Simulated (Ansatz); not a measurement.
# Ta2Se: the cost of one run

Method: DFT LDA, scalar-relativistic, plane waves, PAW, in Ansatz 0.2.0.

2 further runs of the same task are left out: 2 set aside as unsound or not needed.

## 1. Starting point

Symmetry: P4/nmm, No. 129, tetragonal system. The conventional cell has a = 3.336 Å, b = 3.336 Å, c = 9.682 Å, α = 90.00°, β = 90.00°, γ = 90.00°. Ta (site symmetry 4mm) is surrounded by 4 Se at 2.64 Å and 4 Ta at 2.86 Å. Around Ta (site symmetry 4mm) lie 9 Ta at 2.79 to 3.10 Å and 1 Se at 2.81 Å. Se (site symmetry 4mm) is surrounded by 5 Ta at 2.64 to 2.81 Å.

Coordinates:

```xyz
6
Lattice="3.3359 0.0000 0.0000 0.0000 3.3359 0.0000 0.0000 0.0000 9.6818" Properties=species:S:1:pos:R:3 pbc="T T T"
Ta    1.6679    0.0000    7.3195
Ta    0.0000    1.6679    2.3623
Ta    1.6679    0.0000    0.7410
Ta    0.0000    1.6679    8.9408
Se    1.6679    0.0000    3.5482
Se    0.0000    1.6679    6.1336
```

It is the result of an earlier relaxation at this level (volume 17.96 Å³/atom; gap on the mesh: none (metal)).

## 2. Tight relaxation for the response runs, with the smearing for a metal

The response runs start from a cell at rest, found with their own mesh and filling of the bands.

Input file input.yaml:

```yaml
crystal:
  lattice:
    - [3.3358581392, 0.0, 0.0]
    - [0.0, 3.3358581392, 0.0]
    - [0.0, 0.0, 9.6817854138]
  atoms:
    - { symbol: Ta, position: [0.5, 0.0, 0.7560078987] }
    - { symbol: Ta, position: [0.0, 0.5, 0.2439921013] }
    - { symbol: Ta, position: [0.5, 0.0, 0.0765366156] }
    - { symbol: Ta, position: [0.0, 0.5, 0.9234633844] }
    - { symbol: Se, position: [0.5, 0.0, 0.3664851967] }
    - { symbol: Se, position: [0.0, 0.5, 0.6335148033] }
basis:
  ecutwfc: 420
kpoints:
  mp_grid: { grid: [10, 10, 4] }
hamiltonian:
  xc: lda
scf:
  occupations: { method: fermi_dirac, width: 0.15 }
output:
  forces: true
  stress: true
  eigenvalues: true
relax:
  adjacent_minimum: "off"
  f_tol: 0.001
  max_steps: 60
  cell: { stress_tol: 0.01 }
```

Launch:

```bash
ansatz run input.yaml --threads 2 --pin off --max-ram 6144MiB --backend cpu --events-out ev --progress --plain --runs-dir out
```

**Question.** How long does this run take on 2 threads of Oxide Virtual Turin-like (Zen 5), shared host, and how much memory does it need?

About 97 s, with a peak of 0.62 GiB.
